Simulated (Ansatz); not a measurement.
# C2H6FSi: the cost of one run

Method: RKS PBE-D4/def2-SVP, in Ansatz 0.2.0.

### Step 1. The starting structure

Bond lengths: C1–C2 1.408 Å, C2–Si3 1.923 Å, Si3–F4 1.597 Å, C1–H5 1.107 Å, C1–H6 1.107 Å, C1–H7 1.087 Å, C2–H8 1.086 Å, Si3–H9 1.450 Å, Si3–H10 1.450 Å. Angles (14 of 15 angles, heavy atoms first): C1–C2–Si3 123.4°, C2–Si3–F4 100.0°, C1–C2–H8 118.0°, Si3–C2–H8 118.5°, C2–C1–H5 109.1°, C2–C1–H6 109.1°, C2–C1–H7 117.2°, C2–Si3–H9 105.7°, C2–Si3–H10 105.7°, F4–Si3–H9 109.5°, F4–Si3–H10 109.5°, H5–C1–H6 95.3°, H5–C1–H7 111.9°, H6–C1–H7 111.9°.

As a file:

```xyz
10

C     0.2615    1.3639   -0.1860
C     0.0636    0.0729   -0.7119
Si   -0.2939   -1.4708    0.3767
F    -0.2729   -0.7983    1.8246
H     1.0317    1.3180    0.6072
H    -0.5746    1.6101    0.4961
H     0.4561    2.1653   -0.8949
H     0.1145   -0.0525   -1.7900
H     0.8621   -2.3336    0.2273
H    -1.6483   -1.8750    0.0509
```

### Step 2. Relaxing end A

The input, input.yaml:

```yaml
crystal:
  periodic: [false, false, false]
  atoms:
    - { symbol: C, position_ang: [0.26153, 1.36392, -0.18603] }
    - { symbol: C, position_ang: [0.06365, 0.07287, -0.71194] }
    - { symbol: Si, position_ang: [-0.29394, -1.47082, 0.37671] }
    - { symbol: F, position_ang: [-0.27289, -0.79827, 1.82458] }
    - { symbol: H, position_ang: [1.03172, 1.31804, 0.60724] }
    - { symbol: H, position_ang: [-0.57455, 1.61013, 0.49615] }
    - { symbol: H, position_ang: [0.45612, 2.1653, -0.89489] }
    - { symbol: H, position_ang: [0.1145, -0.05255, -1.78996] }
    - { symbol: H, position_ang: [0.86215, -2.3336, 0.22727] }
    - { symbol: H, position_ang: [-1.6483, -1.87502, 0.05087] }
total_charge: 1
basis:
  gaussian: { orbitals: def2-SVP }
hamiltonian:
  xc: pbe
  dispersion: d4
relax:
  f_tol: 0.015
  max_steps: 40
```

On the command line:

```sh
$ ansatz run input.yaml --threads 1 --pin off --max-ram 2048MiB --backend cpu --events-out ev --progress --plain --runs-dir out
```

What time and memory should one allow on 1 thread of an Arm CPU, shared host?

About 19 s, with a peak of 0.12 GiB.
